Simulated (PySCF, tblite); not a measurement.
# C5H5FNO radical: geometry, infrared bands and EPR parameters

Wanted: the infrared bands and EPR parameters of C5H5FNO radical (`[H]/N=C\C1=C[CH][C@@H](F)O1`), by calculation.

The runs use tblite 0.8.0 and PySCF 2.14.0, with density-fitted response routines of our own; the level of theory stands in each step. All values are computed, except where a source is named. Atoms are numbered from 0 throughout.

### 1 The starting structure

13 atoms, charge 0, multiplicity 2; geometry from: force field or distance geometry start.

Bonds of the start (Å): N0–C1 1.30, C1–C2 1.46, C2–C3 1.34, C3–C4 1.48, C4–C5 1.52, C5–F6 1.40, C5–O7 1.42, O7–C2 1.39, N0–H8 1.05, C1–H9 1.06, C3–H10 1.10, C4–H11 1.11, C5–H12 1.09.

### 2 Relaxing the molecule with GFN2-xTB

Job settings and geometry (Å):

```
{"job": {"kind": "relax", "xc": "GFN2-xTB", "basis": "xTB"}, "charge": 0, "multiplicity": 2}
N      2.743000    -0.281200     0.589700
C      1.927200    -0.294200    -0.423800
C      0.483700    -0.170500    -0.271700
C     -0.143400    -0.007100     0.897500
C     -1.602800     0.082500     0.666900
C     -1.668200     0.437200    -0.809700
F     -1.642900     1.821100    -1.009600
O     -0.473200    -0.171000    -1.285900
H      2.376200    -0.168100     1.565100
H      2.321800    -0.417100    -1.396900
H      0.360900     0.025000     1.870500
H     -2.170800    -0.837600     0.911700
H     -2.515800    -0.018600    -1.321300
```

On the command line:

```console
> OMP_NUM_THREADS=1 python probes_run.py task.json out
```

This one command runs all jobs of the session in turn.

**Question.** This job is followed by: GFN2-xTB harmonic vibrations, gas phase; UKS B3LYP, pcH-1 on C F H N O, non-relativistic, mean-field spin-orbit, GIAO. What will the session give for the following? strongest single infrared mode (GFN2-xTB); zero-point energy (GFN2-xTB); g(iso) (B3LYP); ⟨S²⟩; largest a(iso); potential on the surface of density 0.002 e/bohr³, 1st and 99th percentile.

**Answer**, as computed:

| quantity | value |
| --- | --- |
| strongest single infrared mode (GFN2-xTB) | 1586 cm⁻¹, 129 km/mol |
| zero-point energy (GFN2-xTB) | 56.8 kcal/mol |
| g(iso) (B3LYP) | 2.00322 |
| ⟨S²⟩ | 0.779 (exact 0.75) |
| largest a(iso) | 19F on F6, 240.7 MHz |
| potential on the surface of density 0.002 e/bohr³, 1st and 99th percentile | -1.82 V and 1.75 V |

In words: Relaxing lowered the energy by 1.601 eV in 63 steps; the close pair that moved most is C3–C4, from 1.480 to 1.356 Å. All 33 modes are real, so the xTB geometry is a minimum. The strongest single mode, at 1586 cm⁻¹, moves mainly C1 and N0. Unscaled tight-binding wavenumbers are off by several per cent, some by more. Its intensities can rank the bands wrongly. The largest spin populations lie on C2 (0.50 e), C4 (0.41 e). The isotropic g lies 0.9 ppt above the free-electron value. The conformer search found further structures of the same energy, which may be mirror or relabelled copies of this one.
